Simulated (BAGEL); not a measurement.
# B3H3O3 (SMILES B1OBOBO1): a chain of runs

Aim: a single-point energy (HF/cc-pVDZ), then the energy (NEVPT2(2,2)/cc-pVDZ) of B3H3O3. 

The results are computed with BAGEL 1.2.2.

1 further run of the same task is left out (set aside as unsound or not needed).

## Step 1: The system as given

B3H3O3: 9 atoms, total charge 0, spin state singlet. SMILES: `B1OBOBO1`. The shape is that of a PBE0-D4/def2-TZVP optimisation. This is one conformer, not always the lowest.

Bond lengths: B1–O2 1.372 Å, O2–B3 1.372 Å, B3–O4 1.372 Å, O4–B5 1.372 Å, B1–O6 1.372 Å, B5–O6 1.372 Å, B1–H7 1.190 Å, B3–H8 1.190 Å, B5–H9 1.190 Å. Some angles: B1–O2–B3 120.3°, O2–B1–O6 119.7°, O2–B3–O4 119.7°, B3–O4–B5 120.3°, O4–B5–O6 119.7°, B1–O6–B5 120.3°, O2–B1–H7 120.2°, O6–B1–H7 120.2°, O2–B3–H8 120.2°, O4–B3–H8 120.2°.

## Step 2: The energy at HF/cc-pVDZ (density fitting with svp-jkfit) (run 1)

File input.json:

```json
{ "bagel" : [

{
  "title" : "molecule",
  "basis" : "cc-pvdz.json",
  "df_basis" : "svp-jkfit",
  "angstrom" : false,
  "geometry" : [
    { "atom" : "B", "xyz" : [     2.45973177,     0.21883595,    -0.80258747 ] },
    { "atom" : "O", "xyz" : [     1.15808842,    -1.99082080,    -1.18072167 ] },
    { "atom" : "B", "xyz" : [    -1.29798862,    -2.21607616,    -0.38231238 ] },
    { "atom" : "O", "xyz" : [    -2.45166642,    -0.21806873,     0.79971131 ] },
    { "atom" : "B", "xyz" : [    -1.16173937,     1.99725721,     1.18464852 ] },
    { "atom" : "O", "xyz" : [     1.29377076,     2.20890654,     0.38094800 ] },
    { "atom" : "H", "xyz" : [     4.59071167,     0.40855879,    -1.49779693 ] },
    { "atom" : "H", "xyz" : [    -2.42237567,    -4.13603790,    -0.71339240 ] },
    { "atom" : "H", "xyz" : [    -2.16801853,     3.72749045,     2.21114775 ] }
  ]
},

{
  "title" : "hf"
},

{
  "title" : "print",
  "file" : "orbitals.molden",
  "orbitals" : true
}

]}
```

The basis set cc-pVDZ is read from a file made from the Basis Set Exchange's data (not shown).

Launch:

```bash
$ BAGEL_NUM_THREADS=1 BAGEL input.json > input.out
```

Log:

```text
* using 1 threads per process

  ===============================================================
  ===============================================================

  *** Geometry ***

  { "atom" : "B", "xyz" : [      2.459732,      0.218836,     -0.802587 ] },
  { "atom" : "O", "xyz" : [      1.158088,     -1.990821,     -1.180722 ] },
  { "atom" : "B", "xyz" : [     -1.297989,     -2.216076,     -0.382312 ] },
  { "atom" : "O", "xyz" : [     -2.451666,     -0.218069,      0.799711 ] },
  { "atom" : "B", "xyz" : [     -1.161739,      1.997257,      1.184649 ] },
  { "atom" : "O", "xyz" : [      1.293771,      2.208907,      0.380948 ] },
  { "atom" : "H", "xyz" : [      4.590712,      0.408559,     -1.497797 ] },
  { "atom" : "H", "xyz" : [     -2.422376,     -4.136038,     -0.713392 ] },
  { "atom" : "H", "xyz" : [     -2.168019,      3.727490,      2.211148 ] },

  Number of auxiliary basis functions:      510

  Since a DF basis is specified, we compute 2- and 3-index integrals:
    o Being stored without compression. Storage requirement is 0.040 GB

  Number of basis functions:       99
  Number of electrons      :       42

    * METHOD: MOLECULE                             0.31

  *** RHF ***

  === Nuclear Repulsion ===
   201.5012387556

      * DIIS with orbital gradients will be used.

  === RHF iteration (cc-pvdz.json) ===
      0       -300.34769731          0.01716487           0.10
      1       -300.59626215          0.01158462           0.10
      2       -300.70594591          0.00141576           0.10
      3       -300.70819423          0.00017078           0.10
      4       -300.70822519          0.00004462           0.10
      5       -300.70822750          0.00000936           0.10
      6       -300.70822769          0.00000289           0.10
      7       -300.70822770          0.00000033           0.10
      8       -300.70822770          0.00000012           0.10
      9       -300.70822770          0.00000006           0.10
     10       -300.70822770          0.00000001           0.10
    * SCF iteration converged.

    * Permanent dipole moment:
           (    0.000244,     0.000140,     0.000147) a.u.

    * METHOD: HF                                   1.32

    * METHOD: PRINT                                0.02

  ===============================================================
```

It took 1.8 s on 1 thread of Arm Neoverse V1, shared host; peak memory 0.15 GiB.

## Step 3: The energy at NEVPT2(2,2)/cc-pVDZ (density fitting with svp-jkfit) (run 2)

File calc.json:

```json
{ "bagel": [

{
  "title": "molecule",
  "basis": "cc-pvdz.json",
  "df_basis": "svp-jkfit",
  "angstrom": "false",
  "geometry": [
    { "atom": "B", "xyz": [     2.45973177,     0.21883595,    -0.80258747 ] },
    { "atom": "O", "xyz": [     1.15808842,    -1.99082080,    -1.18072167 ] },
    { "atom": "B", "xyz": [    -1.29798862,    -2.21607616,    -0.38231238 ] },
    { "atom": "O", "xyz": [    -2.45166642,    -0.21806873,     0.79971131 ] },
    { "atom": "B", "xyz": [    -1.16173937,     1.99725721,     1.18464852 ] },
    { "atom": "O", "xyz": [     1.29377076,     2.20890654,     0.38094800 ] },
    { "atom": "H", "xyz": [     4.59071167,     0.40855879,    -1.49779693 ] },
    { "atom": "H", "xyz": [    -2.42237567,    -4.13603790,    -0.71339240 ] },
    { "atom": "H", "xyz": [    -2.16801853,     3.72749045,     2.21114775 ] }
  ]
},

{
  "title": "hf",
  "charge": 0
},

{
  "title": "nevpt2",
  "nstate": 1,
  "nact": 2,
  "nclosed": 20,
  "charge": 0,
  "active": [21, 31],
  "maxiter": 200,
  "natocc": "true",
  "ncore": 6
},

{
  "title": "print",
  "file": "orbitals.molden",
  "orbitals": "true"
}

]}
```

The basis set cc-pVDZ is read from a file made from the Basis Set Exchange's data (not shown).

Launch:

```bash
$ BAGEL_NUM_THREADS=1 BAGEL calc.json > calc.out
```

Log:

```text
* using 1 threads per process

  ===============================================================
  ===============================================================

  *** Geometry ***

  { "atom" : "B", "xyz" : [      2.459732,      0.218836,     -0.802587 ] },
  { "atom" : "O", "xyz" : [      1.158088,     -1.990821,     -1.180722 ] },
  { "atom" : "B", "xyz" : [     -1.297989,     -2.216076,     -0.382312 ] },
[... 5 lines of this table left out ...]
  { "atom" : "H", "xyz" : [     -2.168019,      3.727490,      2.211148 ] },

  Number of auxiliary basis functions:      510

  Since a DF basis is specified, we compute 2- and 3-index integrals:
    o Being stored without compression. Storage requirement is 0.040 GB

  Number of basis functions:       99
  Number of electrons      :       42

    * METHOD: MOLECULE                             0.31

  *** RHF ***

[... 11 lines left out ...]
    * SCF iteration converged.
[... 1 line left out ...]
    * Permanent dipole moment:
[... 22 lines left out ...]
      0  0      -300.70831762     2.18e-05      0.03

      1  0      -300.70850262     3.58e-05      0.41
[... 17 lines of this table left out ...]
     10  0      -300.72156513     7.83e-09      0.50

    * Second-order optimization converged. *

     guess   0:   closed 1.                   open ..

  === FCI iteration ===

      0  0      -300.70809188     7.53e-02      0.00
      1  0      -300.72155988     1.13e-03      0.00
      2  0 *    -300.72156513     7.15e-16      0.00

     * ci vector, state   0, <S^2> = 0.0000
       2.     0.9960248071
       .2    -0.0890762803

  === DF-NEVPT2 calculation ===

    * 3-index integral transformation done
    * assembly done

      NEVPT2 correlation energy:   -0.7542796683      0.36

          (+0)     -0.7199976345
          (+0)'    -0.0046414063
          (+1)     -0.0051040898
          (+1)'    -0.0000000000
          (+2)     -0.0000564264
          (-1)     -0.0135004889
          (-1)'     0.0000000000
          (-2)     -0.0109796224

      NEVPT2 total energy:       -301.4758447937

    * METHOD: NEVPT2                               6.09

    * METHOD: PRINT                                0.02

  ===============================================================
```

Run time: 8.1 s. Hardware: 1 thread of Arm Neoverse V1, shared host; peak memory 0.15 GiB.

## Step 4: Outcome

| quantity | value |
| --- | --- |
| run 1, HF/cc-pVDZ: total energy | -300.70823 Eh |
| run 1, HF/cc-pVDZ: dipole moment | 0.00 D |
| run 1, HF/cc-pVDZ: HOMO energy | -13.59 eV |
| run 1, HF/cc-pVDZ: LUMO energy | 3.54 eV |
| run 1, HF/cc-pVDZ: HOMO–LUMO gap | 17.13 eV |
| run 2, NEVPT2(2,2)/cc-pVDZ: total energy | -301.47584 Eh |
